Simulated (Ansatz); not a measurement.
# AlBrH4: the cost of one run

Program: Ansatz 0.2.0, Gaussian basis. Level of theory: PBE0-D4/def2-SVP. These are calculated values, not measurements.

22 further runs of the same task are left out: 22 set aside as unsound or not needed.

## (1) Where the work starts

The first end: 6 atoms, charge 0, spin multiplicity 1.

Atoms are counted from 1 here; the program's logs count them from 0.

Bond lengths: Al1–H2 1.594 Å, Al1–H3 1.589 Å, Al1–H4 1.589 Å, Al1–Br6 2.787 Å, H5–Br6 1.424 Å. Angles: H2–Al1–H3 119.3°, H2–Al1–H4 119.3°, H2–Al1–Br6 91.4°, H3–Al1–H4 119.5°, H3–Al1–Br6 96.2°, H4–Al1–Br6 96.2°, Al1–Br6–H5 91.9°.

Geometry (Å):

```
Al   -0.0108   -0.9024   -0.0858
H     1.5179   -0.5579    0.2041
H    -0.4859   -1.1289   -1.5853
H    -0.9407   -1.3798    1.1113
H     0.6324    2.1775    0.3093
Br   -0.7129    1.7914    0.0464
```

The second end:

```mol
AlBrH4
  3D, bonds by distance, orders not assigned

  6  4  0  0  0  0  0  0  0  0999 V2000
   -0.6318   -0.3204   -0.1364 Al  0  0
    1.6134   -0.0700    0.2657 H   0  0
   -0.2570   -0.9116   -1.5486 H   0  0
   -0.7190   -1.1664    1.1907 H   0  0
    1.3844    0.6496    0.2939 H   0  0
   -1.3900    1.8188   -0.0652 Br  0  0
  1  3  8  0
  1  4  8  0
  1  6  8  0
  2  5  8  0
M  END
```

## (2) The band at PBE0-D4/def2-SVP

neb/in.yaml

```yaml
crystal:
  periodic: [false, false, false]
  atoms:
    - {symbol: Al, position_ang: [-0.010840, -0.902362, -0.085783]}
    - {symbol: H, position_ang: [1.517879, -0.557851, 0.204110]}
    - {symbol: H, position_ang: [-0.485876, -1.128906, -1.585273]}
    - {symbol: H, position_ang: [-0.940684, -1.379789, 1.111256]}
    - {symbol: H, position_ang: [0.632436, 2.177482, 0.309257]}
    - {symbol: Br, position_ang: [-0.712914, 1.791427, 0.046432]}
basis:
  gaussian: {orbitals: def2-SVP}
hamiltonian: {xc: pbe0, dispersion: d4}
neb:
  images: 5
  climbing: true
  max_iterations: 40
  initial_path: idpp
  final_atoms:
    - {symbol: Al, position_ang: [-0.631843, -0.320356, -0.136385]}
    - {symbol: H, position_ang: [1.613433, -0.069958, 0.265736]}
    - {symbol: H, position_ang: [-0.257029, -0.911580, -1.548634]}
    - {symbol: H, position_ang: [-0.718993, -1.166439, 1.190652]}
    - {symbol: H, position_ang: [1.384421, 0.649575, 0.293866]}
    - {symbol: Br, position_ang: [-1.389990, 1.818759, -0.065234]}
```

Launch:

```bash
$ ansatz run in.yaml --threads 2 --pin off --events-out ev --progress --plain --max-ram 4352MiB
```

**Question.** How long does this run take on 2 threads of Intel Xeon Platinum 8375C at 2.90GHz, shared host?

About 1.7 min.
